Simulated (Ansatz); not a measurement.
# W4C4N: the cost of one run

Program: Ansatz 0.2.0. Level of theory: DFT PBE+D3(BJ), plane waves, PAW, scalar-relativistic, no spin polarisation. These are calculated values, not measurements.

The COD cell was measured well above room temperature, so it is larger than a cold one.

### Step 1. The starting structure

The cell holds 18 atoms (C8N2W8): a = 5.710 Å, b = 5.710 Å, c = 15.205 Å, α = 90.00°, β = 90.00°, γ = 120.00°.

Its coordinates follow in the input file.

### Step 2. Preparing the start

File input.yaml:

```yaml
crystal:
  lattice:
    - [5.71026, 0.0, 0.0]
    - [-2.85513, 4.94523, 0.0]
    - [0.0, 0.0, 15.20453]
  atoms:
    - { symbol: W, position: [0.0, 0.0, 0.0657699] }
    - { symbol: C, position: [0.3333333, 0.1666667, 0.157947] }
    - { symbol: W, position: [0.0, 0.0, 0.2501241] }
    - { symbol: C, position: [0.3333333, 0.1666667, 0.3423013] }
    - { symbol: W, position: [0.0, 0.5, 0.0657699] }
    - { symbol: C, position: [0.3333333, 0.6666667, 0.157947] }
    - { symbol: W, position: [0.0, 0.5, 0.2501241] }
    - { symbol: C, position: [0.3333333, 0.6666667, 0.3423013] }
    - { symbol: W, position: [0.5, 0.0, 0.0657699] }
    - { symbol: C, position: [0.8333333, 0.1666667, 0.157947] }
    - { symbol: W, position: [0.5, 0.0, 0.2501241] }
    - { symbol: C, position: [0.8333333, 0.1666667, 0.3423013] }
    - { symbol: W, position: [0.5, 0.5, 0.0657699] }
    - { symbol: C, position: [0.8333333, 0.6666667, 0.157947] }
    - { symbol: W, position: [0.5, 0.5, 0.2501241] }
    - { symbol: C, position: [0.8333333, 0.6666667, 0.3423013] }
    - { symbol: "N", position: [0.6529191, 0.3526076, 0.4620024] }
    - { symbol: "N", position: [0.6036748, 0.5248101, 0.4685794] }
basis:
  ecutwfc: 420.0
kpoints:
  mp_grid: { grid: [2, 2, 1] }
hamiltonian:
  xc: pbe
  dispersion: d3bj
  pseudopotentials: { kind: paw, azcp: { folder: soft_1 } }
scf:
  occupations: { method: fermi_dirac, width: 0.05 }
  lower_state_search: "off"
relax:
  f_tol: 0.08
  max_steps: 25
  adjacent_minimum: "off"
  constraints: [{ sites: [0, 4, 8, 12] }]
```

Command:

```sh
ansatz run input.yaml --threads 1 --pin off --max-ram 3072MiB --backend cpu --events-out ev --progress --plain --runs-dir out
```

**Question.** How long does this run take on 1 thread of Arm Neoverse V2, shared host, and how much memory does it need?

About 2.6 min, with a peak of 0.66 GiB.
